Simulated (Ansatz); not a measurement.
# C₇H₁₄: up Jacob's ladder to CCSD(T)

The task here is to estimate one member of a computed series from the others.

Computed with Ansatz 0.2.0, Gaussian basis. Level: functionals in def2-TZVPP, the program's frozen cores in correlated methods.

Levels to be run: LDA (SPW92), PBE-D4, revPBE-D4, BLYP-D4, r2SCAN-D4, B97M-V, PBE0-D4, B3LYP-D4, r2SCANh-D4, r2SCAN0-D4, HSE06-D4, BHLYP-D4, CAM-B3LYP-D4, LC-ωPBE, ωB97X-V, ωB97M-V, B2PLYP, PBE-QIDH; CCSD(T)/def2-SVP; CCSD(T)/def2-TZVPP; MP2/def2-QZVPP; extrapolation to the limit; RPA on PBE.

1 further run of the same task is left out (it didn't finish). Runs told in other sessions of the task aren't counted.

## Structure used throughout

An earlier PBE0-D4 in a triple-zeta def2 set relaxation fixed the geometry.

SMILES `CCC1CCCC1`, 21 atoms, charge 0, spin multiplicity 1.

Atoms are counted from 1 here; the program's logs count them from 0.

Bond lengths: C1–C2 1.520 Å, C1–H8 1.093 Å, C1–H9 1.094 Å, C1–H10 1.092 Å, C2–C3 1.518 Å, C2–H11 1.097 Å, C2–H12 1.096 Å, C3–C4 1.529 Å, C3–C7 1.525 Å, C3–H13 1.100 Å, C4–C5 1.537 Å, C4–H14 1.092 Å, C4–H15 1.097 Å, C5–C6 1.545 Å, C5–H16 1.092 Å, C5–H17 1.092 Å, C6–C7 1.527 Å, C6–H18 1.093 Å and more. Angles: C2–C1–H8 111.5°, C2–C1–H9 111.0°, C2–C1–H10 111.4°, H8–C1–H9 107.5°, H8–C1–H10 107.6°, H9–C1–H10 107.6°, C1–C2–C3 113.8°, C1–C2–H11 109.7°, C1–C2–H12 109.4°, C3–C2–H11 108.5°, C3–C2–H12 109.0°, H11–C2–H12 106.1°, C2–C3–C4 115.0°, C2–C3–C7 114.4°, C2–C3–H13 108.5°, C4–C3–C7 102.1°, C4–C3–H13 108.3°, C7–C3–H13 108.1° and more.

The first run:

The input, in.yaml:

```yaml
crystal:
  periodic: [false, false, false]
  atoms:
    - {symbol: C, position_ang: [1.737015, -1.896050, -0.848667]}
    - {symbol: C, position_ang: [1.282828, -0.460469, -1.053556]}
    - {symbol: C, position_ang: [0.414964, 0.075011, 0.070857]}
    - {symbol: C, position_ang: [-0.925237, -0.639118, 0.249937]}
    - {symbol: C, position_ang: [-1.797916, 0.331477, 1.061976]}
    - {symbol: C, position_ang: [-1.125275, 1.715900, 0.929953]}
    - {symbol: C, position_ang: [-0.016844, 1.527365, -0.104007]}
    - {symbol: H, position_ang: [0.887375, -2.581667, -0.802846]}
    - {symbol: H, position_ang: [2.296199, -2.000927, 0.085734]}
    - {symbol: H, position_ang: [2.385947, -2.229013, -1.661970]}
    - {symbol: H, position_ang: [0.723477, -0.380641, -1.994344]}
    - {symbol: H, position_ang: [2.160465, 0.186178, -1.166246]}
    - {symbol: H, position_ang: [0.976876, -0.002480, 1.013586]}
    - {symbol: H, position_ang: [-0.831679, -1.617182, 0.725908]}
    - {symbol: H, position_ang: [-1.364333, -0.807009, -0.740784]}
    - {symbol: H, position_ang: [-1.849629, 0.027429, 2.109831]}
    - {symbol: H, position_ang: [-2.825532, 0.342366, 0.692961]}
    - {symbol: H, position_ang: [-0.689793, 2.014904, 1.887351]}
    - {symbol: H, position_ang: [-1.830892, 2.500039, 0.648455]}
    - {symbol: H, position_ang: [0.806149, 2.236680, 0.014138]}
    - {symbol: H, position_ang: [-0.414146, 1.657226, -1.118284]}
basis:
  gaussian: {orbitals: def2-TZVPP}
hamiltonian: {xc: lda}
output: {orbitals: {seedname: orbitals}}
```

On the command line:

```
ansatz run in.yaml --threads 2 --pin off --events-out ev --progress --plain --max-ram 32768MiB --backend cuda --devices 0, --max-vram 18GiB
```

Steps of the session up to this table: LDA; PBE-D4 (GGA); revPBE-D4 (GGA); BLYP-D4 (GGA); r2SCAN-D4 (meta-GGA); B97M-V (meta-GGA); PBE0-D4 (hybrid); B3LYP-D4 (hybrid); r2SCANh-D4 (hybrid); r2SCAN0-D4 (hybrid); HSE06-D4 (hybrid); BHLYP-D4 (hybrid); CAM-B3LYP-D4 (range-separated); LC-ωPBE (range-separated); ωB97X-V (range-separated); ωB97M-V (range-separated); B2PLYP (double hybrid); PBE-QIDH (double hybrid).

One table of the session follows, with a row left open; its other results are not shown here.

It belongs to the step «Frontier levels by functional». 

```
  functional  HOMO (eV)  LUMO (eV)  gap (eV)
 LDA (SPW92)      -7.25       0.17      7.42
      PBE-D4      -7.24       0.35      7.58
   revPBE-D4      -7.21       0.44      7.64
     BLYP-D4      -7.17       0.35      7.52
   r2SCAN-D4      -7.51       1.05      8.57
      B97M-V      -7.66       0.47      8.14
     PBE0-D4      -8.60       1.15      9.74
    B3LYP-D4      -8.41       0.82      9.23
  r2SCANh-D4      -8.01       1.29      9.30
  r2SCAN0-D4      -8.77       1.61     10.39
    HSE06-D4      -8.19       0.78      8.97
    BHLYP-D4      -9.90       1.76     11.66
CAM-B3LYP-D4          ?          ?         ?
     LC-ωPBE     -11.35       3.21     14.57
     ωB97X-V     -11.02       2.99     14.01
     ωB97M-V     -10.90       2.57     13.48
```

**Question.** Estimate the row for CAM-B3LYP-D4.

The run gave: HOMO (eV): -10.02; LUMO (eV): 1.92; gap (eV): 11.93. In the column «HOMO (eV)» it lies between ωB97M-V (-10.90) and BHLYP-D4 (-9.90).
